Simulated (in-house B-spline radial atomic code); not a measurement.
**Excited states and polarisability of Re²⁹⁺ by several methods**

The task here is to estimate one member of a computed series from the others.

Program: in-house B-spline radial atomic code version 1. Level of theory: linear response of a closed shell, each method with its own adiabatic kernel; spin-free one-electron X2C, finite nucleus; B-spline basis; no spin-orbit coupling, no double excitations; only terms of natural parity, (−1)^L, with L up to 3 are computed. These are calculated values, not measurements, unless marked.

## The atom as given

| Property | Result |
| --- | --- |
| element | rhenium (Z = 75) |
| charge | +29 |
| configuration | [Kr] 4d10 |
| runs | TDHF; PBE; B97-1; HSE06; exchange-only LDA; BSE on G0W0@HF |

Outer shells as boxes (Hund's rule):

Re²⁹⁺
```
[Kr] core
4d [↑↓][↑↓][↑↓][↑↓][↑↓]
```

Set-up of the first run:

The run's settings:

```ini
Z = 75
electrons = 46.0
configuration = [Kr] 4d10
hamiltonian = x2c
method = hf
box_radius = 4.16
rms_radius = 5.3698
intervals = 64
```

Launch:

```console
python run_td.py task.json out
```

The settings of every run stand in task.json; they run in order.

Steps of the session up to this table: TDHF.

One of the session's tables, all rows but one given; the rest of the session is left out.

It belongs to the step «TDHF». The states in eV; those that feel the box are left out:

| state | full (eV) | Tamm-Dancoff (eV) |
| --- | --- | --- |
| 4d→4f ³P | 204.42 | 204.53 |
| 4d→4f ³F | 213.62 | 213.80 |
| 4d→4f ¹F | 221.70 | 221.79 |
| 4d→4f ¹P | 256.74 | 263.02 |
| 4d→5s ³D | 380.29 | 380.32 |
| 4d→5s ¹D | ? | ? |
| 4p→4f ³D | 428.48 | 428.53 |
| 4d→5p ³P | 444.95 | 445.00 |
| 4p→4f ¹D | 445.88 | 446.39 |
| 4d→5p ³F | 447.31 | 447.35 |
| 4d→5p ¹F | 448.87 | 448.88 |
| 4d→5p ¹P | 450.20 | 450.34 |
| 4d→5d ³S | 528.96 | 529.04 |
| 4d→5d ³D | 535.73 | 535.76 |

Q: Estimate the row for 4d→5s ¹D from the others.

As computed: full (eV): 382.24; Tamm-Dancoff (eV): 382.26. In the column «full (eV)» it lies between 4d→5s ³D (380.29) and 4p→4f ³D (428.48).
